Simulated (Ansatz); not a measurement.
## CH₄OSn, SMILES [CH3][Sn][OH]: an atomisation energy, step by step

With Ansatz 0.2.0 through its Python package.

Notebook, run cell by cell (the value of a cell's last expression is shown):

In [1]:
```python
from collections import Counter
from dataclasses import dataclass

import ansatz
```

In [2]:
```python
@dataclass(frozen=True)
class RunConfig:
    basis: str = 'def2-SVP'
    functional: str = 'b3lyp'
```

In [3]:
```python
cfg = RunConfig()
```

In [4]:
```python
def single_point(molecule, charge=0, unpaired=0):
    calc = (
        molecule.calculation()
        .basis(gaussian=cfg.basis)
        .functional(cfg.functional)
    )
    if charge:
        calc = calc.charge(charge)
    if unpaired:
        calc = calc.spin('collinear', total=unpaired)
    return calc.run(threads=1).report['free_energy_ev']
```

In [5]:
```python
mol = (
    ansatz.Crystal.molecule()
    .atom('C', [-0.8544, 0.472, -0.2408])
    .atom('Sn', [1.1688, 0.2471, -0.7195])
    .atom('O', [1.834, -1.3235, 0.2481])
    .atom('H', [-1.3946, -0.377, -0.5595])
    .atom('H', [-1.2923, 1.3922, -0.8168])
    .atom('H', [-1.0184, 0.6922, 0.8379])
    .atom('H', [1.6182, -1.171, 1.2049])
)

# Hund ground states
unpaired = {'C': 2, 'Sn': 2, 'O': 2, 'H': 1}
counts = Counter(site.symbol for site in mol.cartesian_sites)
atom_energy = {s: single_point(ansatz.Crystal.molecule().atom(s, (0, 0, 0)), 0, unpaired[s]) for s in counts}
whole = single_point(mol, 0, 0)
for s, e in atom_energy.items():
    print(f'{s:2s} x{counts[s]}  {e:14.5f} eV')
print(f'CH4OSn: {whole:.5f} eV')
split = sum(counts[s] * e for s, e in atom_energy.items()) - whole
print(f'atomisation energy (no zero-point term): {23.060548 * split:.1f} kcal/mol, {split / sum(counts.values()):.3f} eV an atom')
```
```text
C  x1     -1028.97301 eV
Sn x1     -5832.00832 eV
O  x1     -2040.87461 eV
H  x4       -13.63995 eV
CH4OSn: -8979.85594 eV
atomisation energy (no zero-point term): 540.5 kcal/mol, 3.349 eV an atom
```

540.5 kcal/mol from the electronic energies, without the zero-point term.

Caveats:
- Total energies depend on the basis set; only differences at equal settings carry meaning.
- The geometry is a force-field or estimated start, not a minimum of this method, and the basis set is short of its limit. All parts are taken at fixed geometry, without zero-point energy.
- def2 sets replace the cores of elements past krypton by effective core potentials.
- b3lyp holds the VWN-RPA fit, as in Gaussian; the form of ORCA and Turbomole is b3lyp5.
- The spin-orbit lowering of heavy atoms is left out.
- Hardware and time: 2.7 s on 1 thread of Arm Neoverse V2, with other jobs on the host, peak memory 0.2 GiB.
